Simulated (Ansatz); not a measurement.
Write a Python script for the Python package of Ansatz (0.2.0) that makes a fixed-spin-moment curve of Fe, space group P6_3/mmc. Use (first run): PBEsol, PAW, cutoff 571 eV, 16×16×9 k-points, Fermi-Dirac smearing of 0.1 eV, collinear spin.

Input file `fe.extxyz`:
```text
2
Lattice="2.347 0.0 0.0 -1.1735 2.03256162 0.0 0.0 0.0 3.797" Properties=species:S:1:pos:R:3 pbc="T T T"
Fe   -0.00000000    1.35504108    0.94925000
Fe    1.17350000    0.67752054    2.84775000
```

The script, `fe_fsm.py`:
```python
from dataclasses import dataclass
import warnings

import ansatz as az


@dataclass(frozen=True)
class Settings:
    k_density: float = 5.1
    functional: str = "pbesol"
    occupations: str = "fermi_dirac"


settings = Settings()

warnings.simplefilter("ignore", az.DeckWarning)

xtal = az.Crystal.from_extxyz("fe.extxyz")

base = (
    xtal.calculation()
    .pseudopotentials("paw")
    .kpoints(density=settings.k_density)
    .basis(21 * az.Ha)
    .functional(settings.functional)
    .occupations(settings.occupations)
)
rows = []
for total in [0.0, 1.7, 3.4, 5.0, 6.7, 8.4]:
    rep = base.spin("collinear", total=total, lock="hard").run().report
    up, down = rep["spin_fermi_energies_ev"]
    rows.append((total, rep["free_energy_ev"], up - down, rep["absolute_magnetization_mub"]))
reference = rows[0][1]
rows = [(m, 1000 * (e - reference), split, size) for m, e, split, size in rows]
print("     total muB    F - F(0) meV  EF up - down eV    absolute muB")
for row in rows:
    print(f"{str(row[0]):>14s}  {row[1]:14.2f}  {row[2]:15.4f}  {row[3]:14.3f}")
best = min(rows, key=lambda row: row[1])
print(f"lowest at {best[0]} muB per cell, {best[1]:.1f} meV against the first point")
```

Output of `python fe_fsm.py`:
```text
RunWarning: this spin-polarised run has no starting moment large enough to seed its density, and nothing else in its deck makes the two spin channels differ, so an SCF from that start keeps the magnetisation at zero until it first converges, unless a state found ahead of a linear-response series gives it moments (lr_reference_state). Behind a single point's SCF or a chain's scf step, and behind the single point that a walk or a batch makes first, from which its own SCFs then go on, or that a [...]
     total muB    F - F(0) meV  EF up - down eV    absolute muB
           0.0            0.00           0.0000           0.000
           1.7          267.16           0.5677           1.721
           3.4          856.03           0.7506           3.429
           5.0         1496.98           0.9986           5.024
           6.7         3623.04           4.2636           6.700
           8.4         9529.61          10.2743           8.400
lowest at 0.0 muB per cell, 0.0 meV against the first point
```
(Warnings from the package without file and line, shortened.)

The lowest point lies at 0 μB a cell, the first of the scan; at 8.4 μB the energy is 9530 meV above the lowest.

Notes:
- This isn't the structure that Fe takes at ambient conditions.
- Only points where the Fermi levels of the two spins meet (minima, maxima and zero moment) are free solutions; a shallow minimum can lie between the points.
- The script silences the warnings on its input, which a real study should read.
- The whole script took 60 s on 1 thread of Arm Neoverse V2, with other jobs on the host, peak memory 0.53 GiB.
